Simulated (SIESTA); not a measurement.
Crystal: ZrSnTe.

```
Te Sn Zr
1.0
     4.09708    0.00000    0.00000
     0.00000    4.09708    0.00000
     0.00000    0.00000    8.78584
Te Sn Zr
2 2 2
Direct
  0.00000 0.50000 0.38059
  0.50000 0.00000 0.61941
  0.50000 0.50000 0.00000
  0.00000 0.00000 0.00000
  0.00000 0.50000 0.73643
  0.50000 0.00000 0.26357
```

The cell comes from a database or a generator and needn't be the stable form of this composition.

- Program: SIESTA 5.4.2
- Task: single point
- Functional: PBEsol
- Potentials or basis: PseudoDojo 0.4 standard (PBEsol files)
- Basis: DZP (energy shift 0.003 Ry; two zetas on semicore shells)
- Grid cutoff: 800 Ry
- Energy shift: 0.003 Ry
- k mesh: 7 × 7 × 3
- Occupations: fermi-dirac, width 0.05 eV
- Spin: no spin polarisation

On this cell: pressure -2.1 GPa; largest force 0.057 eV/Å; band gap on the k mesh 0.12 eV, indirect (least direct gap 0.40 eV).

The same run follows on a disturbed copy (atoms moved at random, drawn with an rms of 0.05 Å):

```
Te Sn Zr
1.0
     4.09708    0.00000    0.00000
     0.00000    4.09708    0.00000
     0.00000    0.00000    8.78584
Te Sn Zr
2 2 2
Direct
  0.01265 0.49312 0.38018
  0.50386 0.00055 0.62183
  0.50044 0.50355 0.99915
  0.01160 0.00437 0.00256
  0.98965 0.49528 0.73161
  0.49753 0.01294 0.26907
```

Problem. What changes?

Solution. The energy moves by +12.6 meV/atom; pressure -2.0 GPa; largest force 0.717 eV/Å; band gap on the k mesh none (metal or under the smearing width).

Forces in eV/Å, atoms in the order of the input:
```
Te  -0.321  0.365  0.193
Te  -0.142 -0.130 -0.234
Sn   0.219  0.094  0.034
Sn  -0.409 -0.097 -0.089
Zr   0.308  0.151  0.594
Zr   0.345 -0.384 -0.498
```

Stress tensor (GPa, compression positive):
```
-1.62 -0.08  0.01
-0.08 -1.71 -0.10
 0.01 -0.10 -2.59
```

Caveats: the basis of atomic orbitals isn't converged, which shifts pressures, moduli and gaps; spin-orbit coupling is left out, which moves the levels of the heavy elements (some runs); an odd mesh through Γ misses points on the zone boundary, where band edges often lie (some runs).
